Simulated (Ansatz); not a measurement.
# CoSi6Ru5: the cost of one run

Method: DFT PBE, scalar-relativistic, plane waves, PAW, unless a step names another level, in Ansatz 0.2.0.

1 further run of the same task is left out (it didn't finish).

## Step 1: The starting structure

The structure is tetragonal, space group P4/mmm (No. 123). Conventional cell: a = 2.927 Å, b = 2.927 Å, c = 17.307 Å, α = 90.00°, β = 90.00°, γ = 90.00°. Around Co (site symmetry 4/mmm) lie 8 Si at 2.44 Å and 2 Ru at 2.77 Å. Si (site symmetry 4mm) is surrounded by 8 Ru at 2.54 Å. Around Si (site symmetry 4mm) lie 4 Co at 2.44 Å and 4 Ru at 2.54 Å and 1 Si at 2.60 Å. Ru (site symmetry 4mm) is surrounded by 8 Si at 2.54 Å and 1 Co at 2.77 Å. Ru (site symmetry 4mm) has 8 Si at 2.54 Å as nearest neighbours. Around Ru (site symmetry 4/mmm) lie 8 Si at 2.54 Å.

As a file:

```cif
data_structure
_symmetry_space_group_name_H-M 'P4/mmm'
_symmetry_Int_Tables_number 123
_cell_length_a 2.9269
_cell_length_b 2.9269
_cell_length_c 17.3067
_cell_angle_alpha 90.000
_cell_angle_beta 90.000
_cell_angle_gamma 90.000
_cell_volume 148.27
loop_
_atom_site_label
_atom_site_type_symbol
_atom_site_symmetry_multiplicity
_atom_site_Wyckoff_symbol
_atom_site_fract_x
_atom_site_fract_y
_atom_site_fract_z
_atom_site_occupancy
Co1 Co 1 b 0.00000 0.00000 0.50000 1
Si1 Si 2 h 0.50000 0.50000 0.74526 1
Si2 Si 2 h 0.50000 0.50000 0.91500 1
Si3 Si 2 h 0.50000 0.50000 0.42489 1
Ru1 Ru 2 g 0.00000 0.00000 0.65982 1
Ru2 Ru 2 g 0.00000 0.00000 0.83007 1
Ru3 Ru 1 a 0.00000 0.00000 0.00000 1
```

The cell was relaxed beforehand at this level, from a generated guess; it is a trial structure. At a tolerance of 0.05 Å it has space group P4/mmm (No. 123); it has 12.36 Å³/atom, an uncorrected energy of -0.58 eV/atom over the elements and, on its mesh, gap none (metal).

## Step 2: Elastic constants, atoms relaxed

The input, input.yaml:

```yaml
crystal:
  lattice:
    - [2.9279220442, 0.0, 0.0]
    - [0.0, 2.9279220442, 0.0]
    - [0.0, 0.0, 17.3119912545]
  atoms:
    - { symbol: Co, position: [0.0, 0.0, 0.5] }
    - { symbol: Si, position: [0.5, 0.5, 0.7451590302] }
    - { symbol: Si, position: [0.5, 0.5, 0.9149922694] }
    - { symbol: Si, position: [0.5, 0.5, 0.0850077306] }
    - { symbol: Si, position: [0.5, 0.5, 0.2548409698] }
    - { symbol: Si, position: [0.5, 0.5, 0.4249196155] }
    - { symbol: Si, position: [0.5, 0.5, 0.5750803845] }
    - { symbol: Ru, position: [0.0, 0.0, 0.6600394258] }
    - { symbol: Ru, position: [0.0, 0.0, 0.8301358966] }
    - { symbol: Ru, position: [0.0, 0.0, 0.0] }
    - { symbol: Ru, position: [0.0, 0.0, 0.1698641034] }
    - { symbol: Ru, position: [0.0, 0.0, 0.3399605742] }
basis:
  ecutwfc: 420
kpoints:
  mp_grid: { grid: [12, 12, 4] }
hamiltonian:
  xc: pbe
scf:
  occupations: { method: fermi_dirac, width: 0.15 }
output:
  forces: true
  stress: true
  eigenvalues: true
elastic:
  mode: relaxed_ion
  amplitude: 0.005
  stencil: two_point
```

The run is started by

```bash
$ ansatz run input.yaml --threads 4 --pin off --max-ram 8192MiB --backend cpu --events-out ev --progress --plain --runs-dir out
```

Q: Estimate wall time and peak memory on 4 threads of Arm Neoverse V1, shared host.

About 22 min, with a peak of 1.9 GiB.
